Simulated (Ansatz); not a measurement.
What does this script print? It uses the Ansatz DFT code, driven from Python.

Script `run_tae.py`:
```python
"""Energy to split C2H5NO into its atoms."""

from collections import Counter
from dataclasses import dataclass

import ansatz as az
from rdkit import Chem
from rdkit.Chem import AllChem


@dataclass
class Settings:
    basis: str = "aug-cc-pVDZ"
    xc: str = "cam_b3lyp"


settings = Settings()


def single_point(molecule, charge=0, unpaired=0):
    calc = (
        molecule.calculation()
        .basis(gaussian=settings.basis)
        .functional(settings.xc)
    )
    if charge:
        calc = calc.charge(charge)
    if unpaired:
        calc = calc.spin("collinear", total=unpaired)
    return calc.run().report["free_energy_ev"]


def main() -> None:
    # start geometry from RDKit
    rd = Chem.AddHs(Chem.MolFromSmiles("N=CCO"))
    AllChem.EmbedMolecule(rd, randomSeed=57)
    AllChem.UFFOptimizeMolecule(rd)
    c2h5no = az.Crystal.molecule()
    for atom, xyz in zip(rd.GetAtoms(), rd.GetConformer().GetPositions()):
        c2h5no = c2h5no.atom(atom.GetSymbol(), xyz.round(5).tolist())

    # unpaired electrons of the ground-state atoms
    unpaired = {"N": 3, "C": 2, "O": 2, "H": 1}
    counts = Counter(site.symbol for site in c2h5no.cartesian_sites)
    atom_energy = {s: single_point(az.Crystal.molecule().atom(s, (0, 0, 0)), 0, unpaired[s]) for s in counts}
    whole = single_point(c2h5no, 0, 0)
    for s, e in atom_energy.items():
        print(f"{s:2s} x{counts[s]}  {e:14.5f} eV")
    print(f"C2H5NO: {whole:.5f} eV")
    split = sum(counts[s] * e for s, e in atom_energy.items()) - whole
    print(f"atomisation energy (no zero-point term): {split:.3f} eV, {split / sum(counts.values()):.3f} eV an atom")


if __name__ == "__main__":
    main()
```

```console
$ python run_tae.py
N  x1     -1484.98944 eV
C  x2     -1029.45098 eV
O  x1     -2042.32378 eV
H  x5       -13.55985 eV
C2H5NO: -5689.67455 eV
atomisation energy (no zero-point term): 35.660 eV, 3.962 eV an atom
```

35.660 eV from the electronic energies, without the zero-point term.

What to keep in mind:
- Total energies depend on the basis set; only differences at equal settings carry meaning.
- The geometry is a force-field or estimated start, not a minimum of this method, and the basis set is short of its limit. All parts are taken at fixed geometry, without zero-point energy.
- The whole script took 6.1 s on 1 thread of Arm Neoverse V1, on a shared host, peak memory 0.38 GiB.
